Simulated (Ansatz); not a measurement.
# SiH₄NOF: basis-set convergence

Aim: see how fast density functionals and correlated methods converge with the basis set for SiH₄NOF.

Computed with Ansatz 0.2.0, Gaussian basis. Level: one geometry, several basis sets.

The runs, in order: PBE0-D4/def2-SVP; ωB97M-V/def2-SVP; PBE0-D4/def2-QZVPP; ωB97M-V/def2-QZVPP; CCSD(T)/cc-pV(D+d)Z; CCSD(T)/cc-pV(T+d)Z; CCSD(T)/cc-pV(Q+d)Z; the functionals' def2-TZVPP values are taken from earlier runs.

## 1. The relaxed structure

The geometry comes from an earlier relaxation with PBE0-D4/def2-TZVP; it is a stationary point, not always the lowest conformer.

SMILES `N[SiH](O)F`, 8 atoms, charge 0, spin multiplicity 1.

Atoms are counted from 1 here; the program's logs count them from 0.

Bond lengths: N1–Si2 1.699 Å, N1–H5 1.007 Å, N1–H6 1.006 Å, Si2–O3 1.629 Å, Si2–F4 1.596 Å, Si2–H7 1.474 Å, O3–H8 0.959 Å. Angles: Si2–N1–H5 120.5°, Si2–N1–H6 121.6°, H5–N1–H6 111.9°, N1–Si2–O3 110.7°, N1–Si2–F4 104.3°, N1–Si2–H7 118.1°, O3–Si2–F4 112.6°, O3–Si2–H7 104.5°, F4–Si2–H7 106.9°, Si2–O3–H8 117.0°.

## 2. PBE0-D4 in def2-SVP

in.yaml

```yaml
crystal:
  periodic: [false, false, false]
  atoms:
    - {symbol: N, position_ang: [-1.012515, 0.582046, -0.115386]}
    - {symbol: Si, position_ang: [0.577270, -0.014723, -0.182209]}
    - {symbol: O, position_ang: [0.837435, -1.094232, 1.009133]}
    - {symbol: F, position_ang: [0.694220, -0.665777, -1.634396]}
    - {symbol: H, position_ang: [-1.468789, 0.916672, -0.948003]}
    - {symbol: H, position_ang: [-1.375530, 1.022013, 0.713586]}
    - {symbol: H, position_ang: [1.685453, 0.948658, -0.055295]}
    - {symbol: H, position_ang: [0.154655, -1.751755, 1.156869]}
basis:
  gaussian: {orbitals: def2-SVP}
hamiltonian: {xc: pbe0, dispersion: d4}
output: {orbitals: {seedname: orbitals}}
```

On the command line:

```console
$ ansatz run in.yaml --threads 2 --pin off --events-out ev --progress --plain --max-ram 22528MiB --backend cpu
```

After this run come: ωB97M-V in def2-SVP; PBE0-D4 in def2-QZVPP; ωB97M-V in def2-QZVPP; CCSD(T) in cc-pV(D+d)Z; CCSD(T) in cc-pV(T+d)Z; CCSD(T) in cc-pV(Q+d)Z.

Before running them: what should the planned runs give, taken together? Wanted: MP2 correlation recovered, cc-pV(D+d)Z; MP2 correlation recovered, cc-pV(T+d)Z; MP2 correlation recovered, cc-pV(Q+d)Z; difference of two CCSD(T) limits: def2 sets; PBE0-D4: double and triple zeta above quadruple; ωB97M-V: double and triple zeta above quadruple.

The runs gave:

| quantity | value |
| --- | --- |
| MP2 correlation recovered, cc-pV(D+d)Z | 67.8 % |
| MP2 correlation recovered, cc-pV(T+d)Z | 87.6 % |
| MP2 correlation recovered, cc-pV(Q+d)Z | 94.8 % |
| difference of two CCSD(T) limits: def2 sets (earlier runs) less this series | -1 meV |
| PBE0-D4: double and triple zeta above quadruple | 11.81, 0.67 eV |
| ωB97M-V: double and triple zeta above quadruple | 11.96, 0.63 eV |

**Reading.** For PBE0-D4 the step from double to triple zeta gains 11.14 eV and the next only 0.67 eV. In cc-pV(D+d)Z MP2 holds 68 % of its limit, in cc-pV(Q+d)Z 95 %, while Hartree-Fock is within 0.209 eV in the largest set. A limit from the def2 sets, made apart, differs by 1 meV, a least measure of the doubt on such a limit. These are total energies; as a rule much of such shifts cancels in differences, which this series doesn't test. The LUMO of ωB97M-V is positive and keeps falling with the basis (3.11 to 1.59 eV): an unbound level that the basis holds in place.
